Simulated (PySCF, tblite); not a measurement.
# CH8F2O2Si3: geometry, infrared bands and NMR shifts

Aim: predict the infrared bands and NMR shifts of CH8F2O2Si3 (`FC(F)[SiH2]O[SiH2]O[SiH3]`).

Programs: tblite 0.8.0 and PySCF 2.14.0, with density-fitted response routines of our own. Each step states its level of theory. These are calculated values for one molecule in the gas phase, unless marked as measured. Atoms count from 0, in the outputs and in this text.

### Step 1. The molecule as given

16 atoms, charge 0, multiplicity 1; geometry from: force field or distance geometry start.

Bonds of the start (Å): F0–C1 1.37, C1–F2 1.34, C1–Si3 1.85, Si3–O4 1.68, O4–Si5 1.65, Si5–O6 1.66, O6–Si7 1.66, C1–H8 1.09, Si3–H9 1.49, Si3–H10 1.49, Si5–H11 1.48, Si5–H12 1.49, Si7–H13 1.48, Si7–H14 1.48, Si7–H15 1.48.

### Step 2. Geometry optimisation with GFN2-xTB

What the job is given:

```
{"job": {"kind": "relax", "xc": "GFN2-xTB", "basis": "xTB"}, "charge": 0, "multiplicity": 1}
F     -1.008700     0.022400    -1.797300
C     -1.996200     0.457000    -0.955200
F     -3.124900     0.514000    -1.679300
Si    -2.193400    -0.731600     0.442600
O     -0.859900    -0.887500     1.445300
Si     0.780300    -0.926700     1.251300
O      1.296100     0.489000     0.562900
Si     2.720700     1.152100     0.039000
H     -1.734100     1.460800    -0.615900
H     -2.535200    -2.105100    -0.033500
H     -3.331000    -0.333200     1.322000
H      1.150900    -2.068900     0.387300
H      1.416500    -1.085700     2.590400
H      2.449800     2.495500    -0.521500
H      3.302000     0.293400    -1.013800
H      3.659500     1.263700     1.181400
```

Started as:

```console
$ OMP_NUM_THREADS=1 python probes_run.py task.json out
```

One launch serves the whole session: the jobs run in the order shown.

**Question.** This job is followed by: GFN2-xTB harmonic vibrations, gas phase; GIAO PBE0/pcSseg-1 NMR shielding, non-relativistic, gas phase. Predict these results of the whole session: strongest single infrared mode (GFN2-xTB); zero-point energy (GFN2-xTB); 13C shifts against TMS (PBE0/pcSseg-1); 1H shifts against TMS (PBE0/pcSseg-1, means over atoms taken as alike); 19F shifts against CFCl3 (PBE0/pcSseg-1, means over atoms taken as alike); 29Si shifts against TMS (PBE0/pcSseg-1); 17O shifts against H2O (PBE0/pcSseg-1); surface potential, 1st and 99th percentile.

The runs gave:

```
                                                                 quantity                       value
                                strongest single infrared mode (GFN2-xTB)       2320 cm⁻¹, 543 km/mol
                                             zero-point energy (GFN2-xTB)               54.7 kcal/mol
                                   13C shifts against TMS (PBE0/pcSseg-1)                   126.4 ppm
   1H shifts against TMS (PBE0/pcSseg-1, means over atoms taken as alike)  6.58, 5.30, 5.07, 4.98 ppm
19F shifts against CFCl3 (PBE0/pcSseg-1, means over atoms taken as alike)                  -160.4 ppm
                                  29Si shifts against TMS (PBE0/pcSseg-1)     -39.1, -43.0, -48.3 ppm
                                   17O shifts against H2O (PBE0/pcSseg-1)              53.4, 40.8 ppm
                                    surface potential, 1st and 99th percentile          -0.90 V and 1.54 V
```

Over 194 steps the energy fell by 0.530 eV; of the close pairs, C1–Si3 changed most, 1.845 to 1.937 Å. No mode is imaginary among the 42: a minimum at this level. The strongest single mode, at 2320 cm⁻¹, moves mainly H9 and H12. Unscaled tight-binding wavenumbers are off by several per cent, some by more. Its intensities can rank the bands wrongly. The most deshielded hydrogen is H8 (hydrogen on an sp3 CH bonded to 2 F and Si), at 6.58 ppm: its carbon carries F, which withdraws density. At PBE0/pcSseg-1: The largest span, 259 ppm, is at F0, F2, where the paramagnetic term is -143 ppm.
